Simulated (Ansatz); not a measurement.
# C3H7FSn: up Jacob's ladder to CCSD(T)

One table from this session's results is given with a row withheld; the runs are named, their logs left out.

Computed with Ansatz 0.2.0, Gaussian basis. Level: functionals in def2-TZVPP, the program's frozen cores in correlated methods.

The runs, in order: PBE-D4, r2SCAN-D4, PBE0-D4, B3LYP-D4, ωB97X-V, ωB97M-V, B2PLYP; CCSD(T)/def2-TZVPP; MP2/def2-QZVPP; extrapolation to the limit.

### Structure used throughout

The geometry comes from an earlier relaxation with PBE0-D4 in a triple-zeta def2 set; it is a stationary point, not always the lowest conformer. Sn takes the def2 core potential; no spin-orbit term is included.

SMILES `F[CH]1C[CH2][SnH2]1`, 12 atoms, charge 0, spin multiplicity 1.

Atoms are counted from 1 here; the program's logs count them from 0.

Bond lengths: F1–C2 1.376 Å, C2–C3 1.531 Å, C2–Sn5 2.192 Å, C2–H6 1.095 Å, C3–C4 1.539 Å, C3–H7 1.095 Å, C3–H8 1.096 Å, C4–Sn5 2.171 Å, C4–H9 1.091 Å, C4–H10 1.088 Å, Sn5–H11 1.707 Å, Sn5–H12 1.710 Å. Angles: F1–C2–C3 113.7°, F1–C2–Sn5 123.8°, F1–C2–H6 107.6°, C3–C2–Sn5 89.1°, C3–C2–H6 111.8°, Sn5–C2–H6 109.7°, C2–C3–C4 104.7°, C2–C3–H7 107.3°, C2–C3–H8 113.6°, C4–C3–H7 109.5°, C4–C3–H8 114.3°, H7–C3–H8 107.3°, C3–C4–Sn5 89.7°, C3–C4–H9 112.8°, C3–C4–H10 114.9°, Sn5–C4–H9 110.2°, Sn5–C4–H10 119.3°, H9–C4–H10 108.9° and more.

Set-up of the first run:

File in.yaml:

```yaml
crystal:
  periodic: [false, false, false]
  atoms:
    - {symbol: F, position_ang: [-2.084056, -0.615087, -1.110610]}
    - {symbol: C, position_ang: [-1.211976, -0.049039, -0.209238]}
    - {symbol: C, position_ang: [-0.203220, -1.040032, 0.376903]}
    - {symbol: C, position_ang: [1.017824, -0.179204, 0.747624]}
    - {symbol: Sn, position_ang: [0.453699, 1.257055, -0.780099]}
    - {symbol: H, position_ang: [-1.809371, 0.433675, 0.571287]}
    - {symbol: H, position_ang: [0.069746, -1.736959, -0.421746]}
    - {symbol: H, position_ang: [-0.603863, -1.635083, 1.205057]}
    - {symbol: H, position_ang: [0.933023, 0.271126, 1.737498]}
    - {symbol: H, position_ang: [1.976309, -0.687943, 0.672782]}
    - {symbol: H, position_ang: [1.130655, 0.996583, -2.325735]}
    - {symbol: H, position_ang: [0.408230, 2.929807, -0.429822]}
basis:
  gaussian: {orbitals: def2-TZVPP}
hamiltonian: {xc: pbe, dispersion: d4}
output: {forces: true, orbitals: {seedname: orbitals}}
```

Launch:

```sh
$ ansatz run in.yaml --threads 4 --pin off --events-out ev --progress --plain --max-ram 10444MiB
```

Steps of the session up to this table: PBE-D4 (GGA); r2SCAN-D4 (meta-GGA); PBE0-D4 (hybrid); B3LYP-D4 (hybrid); ωB97X-V (range-separated); ωB97M-V (range-separated); B2PLYP (double hybrid); CCSD(T) in def2-TZVPP; MP2 in def2-QZVPP.

One table of the session follows, with a row left open; its other results are not shown here.

| method | atomisation energy (kJ/mol) |
| --- | --- |
| PBE-D4 | 4323.5 |
| r2SCAN-D4 | 4240.4 |
| PBE0-D4 | 4251.0 |
| B3LYP-D4 | 4216.1 |
| ωB97X-V | 4251.8 |
| ωB97M-V | 4237.6 |
| B2PLYP | 4173.5 |
| HF/def2-TZVPP | 3040.7 |
| MP2/def2-TZVPP | 4184.0 |
| CCSD/def2-TZVPP | 4075.3 |
| CCSD(T)/def2-TZVPP | 4143.2 |
| MP2/CBS | 4289.1 |
| CCSD(T)/CBS | ? |

Q: Estimate the row for CCSD(T)/CBS from the others.

**Answer.** atomisation energy (kJ/mol): 4248.3. In the column «atomisation energy (kJ/mol)» it lies between r2SCAN-D4 (4240.4) and PBE0-D4 (4251.0).
